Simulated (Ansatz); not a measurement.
# BN: the cost of one run

Program: Ansatz 0.2.0. Level of theory: DFT LDA, scalar-relativistic, plane waves, PAW. These are calculated values, not measurements.

## (1) Starting point

Symmetry: P6_3mc, No. 186, hexagonal system. The conventional cell has a = 2.554 Å, b = 2.554 Å, c = 4.227 Å, α = 90.00°, β = 90.00°, γ = 120.00°. Around B (site symmetry 3m) lie 4 N at 1.57 to 1.58 Å. Around N (site symmetry 3m) lie 4 B at 1.57 to 1.58 Å.

Coordinates:

```
B N
1.0
    -2.55394    0.00000    0.00000
     1.27697   -2.21178    0.00000
     0.00000    0.00000   12.68056
B N
6 6
Cartesian
  0.0000 -1.4745 4.2257
  0.0000 -1.4745 8.4525
  0.0000 -1.4745 12.6794
  -1.2770 -0.7373 2.1123
  -1.2770 -0.7373 6.3391
  -1.2770 -0.7373 10.5660
  0.0000 -1.4745 2.6430
  0.0000 -1.4745 6.8698
  0.0000 -1.4745 11.0967
  -1.2770 -0.7373 0.5295
  -1.2770 -0.7373 4.7564
  -1.2770 -0.7373 8.9832
```

It goes back to an entry of the Materials Project, which need not be the stable form.

No relaxation comes first: the listed cell is the starting point.

## (2) The reference: the undisturbed cell on the scan's mesh

The input, input.yaml:

```yaml
crystal:
  lattice:
    - [-2.5539396017, 0.0, 0.0]
    - [1.2769698009, -2.2117765748, 0.0]
    - [0.0, 0.0, 12.680565]
  atoms:
    - { symbol: B, position: [0.3333333333, 0.6666666667, 0.3332413333] }
    - { symbol: B, position: [0.3333333333, 0.6666666667, 0.6665746667] }
    - { symbol: B, position: [0.3333333333, 0.6666666667, 0.999908] }
    - { symbol: B, position: [0.6666666667, 0.3333333333, 0.1665746667] }
    - { symbol: B, position: [0.6666666667, 0.3333333333, 0.499908] }
    - { symbol: B, position: [0.6666666667, 0.3333333333, 0.8332413333] }
    - { symbol: "N", position: [0.3333333333, 0.6666666667, 0.2084253333] }
    - { symbol: "N", position: [0.3333333333, 0.6666666667, 0.5417586667] }
    - { symbol: "N", position: [0.3333333333, 0.6666666667, 0.875092] }
    - { symbol: "N", position: [0.6666666667, 0.3333333333, 0.0417586667] }
    - { symbol: "N", position: [0.6666666667, 0.3333333333, 0.375092] }
    - { symbol: "N", position: [0.6666666667, 0.3333333333, 0.7084253333] }
basis:
  ecutwfc: 420
kpoints:
  mp_grid: { grid: [10, 10, 2] }
hamiltonian:
  xc: lda
scf:
  occupations: { method: gaussian, width: 0.05 }
output:
  forces: true
  stress: true
  eigenvalues: true
  write_density: true
  write_potential: true
  elf: true
  volumetric_format: npy
```

The run is started by

```console
$ ansatz run input.yaml --threads 2 --pin off --max-ram 5120MiB --backend cpu --events-out ev --progress --plain --runs-dir out
```

Q: Estimate wall time and peak memory on 2 threads of Arm Neoverse V1, shared host.

About 5 s, with a peak of 0.32 GiB.
